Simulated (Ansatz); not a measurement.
# CH3ClGeO: a ladder of functionals and wavefunction methods

One table from this session's results is given with a row withheld; the runs are named, their logs left out.

Computed with Ansatz 0.2.0, Gaussian basis. Level: functionals in def2-TZVPP, the program's frozen cores in correlated methods.

The runs, in order: LDA (SPW92), PBE-D4, revPBE-D4, BLYP-D4, r2SCAN-D4, B97M-V, PBE0-D4, B3LYP-D4, r2SCANh-D4, r2SCAN0-D4, HSE06-D4, BHLYP-D4, CAM-B3LYP-D4, LC-ωPBE, ωB97X-V, ωB97M-V, B2PLYP, PBE-QIDH; CCSD(T)/def2-SVP; CCSD(T)/def2-TZVPP; MP2/def2-QZVPP; extrapolation to the limit; RPA on PBE.

### Structure used throughout

All runs share one geometry, relaxed beforehand with PBE0-D4 in a triple-zeta def2 set.

7 atoms, charge 0, spin multiplicity 1.

Atoms are counted from 1 here; the program's logs count them from 0.

Bond lengths: C1–O2 1.410 Å, C1–H5 1.093 Å, C1–H6 1.093 Å, C1–H7 1.093 Å, O2–Ge3 1.762 Å, Ge3–Cl4 2.215 Å. Angles: O2–C1–H5 109.0°, O2–C1–H6 112.0°, O2–C1–H7 109.0°, H5–C1–H6 109.1°, H5–C1–H7 108.5°, H6–C1–H7 109.1°, C1–O2–Ge3 132.6°, O2–Ge3–Cl4 101.4°.

The first run:

Input file in.yaml:

```yaml
crystal:
  periodic: [false, false, false]
  atoms:
    - {symbol: C, position_ang: [0.468717, 0.718462, 0.017451]}
    - {symbol: O, position_ang: [0.565137, -0.523270, 0.678834]}
    - {symbol: Ge, position_ang: [-0.402526, -1.994129, 0.599960]}
    - {symbol: Cl, position_ang: [-1.938335, -1.427162, -0.891794]}
    - {symbol: H, position_ang: [0.355299, 1.510325, 0.762482]}
    - {symbol: H, position_ang: [-0.378681, 0.750916, -0.671750]}
    - {symbol: H, position_ang: [1.391590, 0.896759, -0.540683]}
basis:
  gaussian: {orbitals: def2-TZVPP}
hamiltonian: {xc: lda}
output: {orbitals: {seedname: orbitals}}
```

Among the steps run: LDA; PBE-D4 (GGA); revPBE-D4 (GGA); BLYP-D4 (GGA); r2SCAN-D4 (meta-GGA); B97M-V (meta-GGA); PBE0-D4 (hybrid); B3LYP-D4 (hybrid); r2SCANh-D4 (hybrid); r2SCAN0-D4 (hybrid); HSE06-D4 (hybrid); BHLYP-D4 (hybrid); CAM-B3LYP-D4 (range-separated); LC-ωPBE-D4 (range-separated; the results give it without D4); ωB97X-V (range-separated); ωB97M-V (range-separated); B2PLYP (double hybrid); PBE-QIDH (double hybrid).

One of the session's tables, all rows but one given; the rest of the session is left out.

It belongs to the step «Orbital energies across the functionals». 

| functional | HOMO (eV) | LUMO (eV) | gap (eV) |
| --- | --- | --- | --- |
| LDA (SPW92) | -7.00 | -3.17 | 3.82 |
| PBE-D4 | ? | ? | ? |
| revPBE-D4 | -6.74 | -2.86 | 3.88 |
| BLYP-D4 | -6.68 | -2.84 | 3.84 |
| r2SCAN-D4 | -7.11 | -2.92 | 4.19 |
| B97M-V | -7.08 | -2.83 | 4.25 |
| PBE0-D4 | -7.95 | -2.22 | 5.74 |
| B3LYP-D4 | -7.76 | -2.43 | 5.34 |
| r2SCANh-D4 | -7.53 | -2.63 | 4.90 |
| r2SCAN0-D4 | -8.15 | -2.20 | 5.95 |
| HSE06-D4 | -7.55 | -2.59 | 4.96 |
| BHLYP-D4 | -8.96 | -1.40 | 7.56 |
| CAM-B3LYP-D4 | -9.25 | -1.19 | 8.06 |
| LC-ωPBE | -10.52 | -0.08 | 10.44 |
| ωB97X-V | -10.19 | -0.17 | 10.02 |
| ωB97M-V | -10.09 | -0.26 | 9.83 |

**Question.** Estimate the row for PBE-D4.

**Answer.** HOMO (eV): -6.81; LUMO (eV): -2.94; gap (eV): 3.86. In the column «HOMO (eV)» it lies between LDA (SPW92) (-7.00) and revPBE-D4 (-6.74).
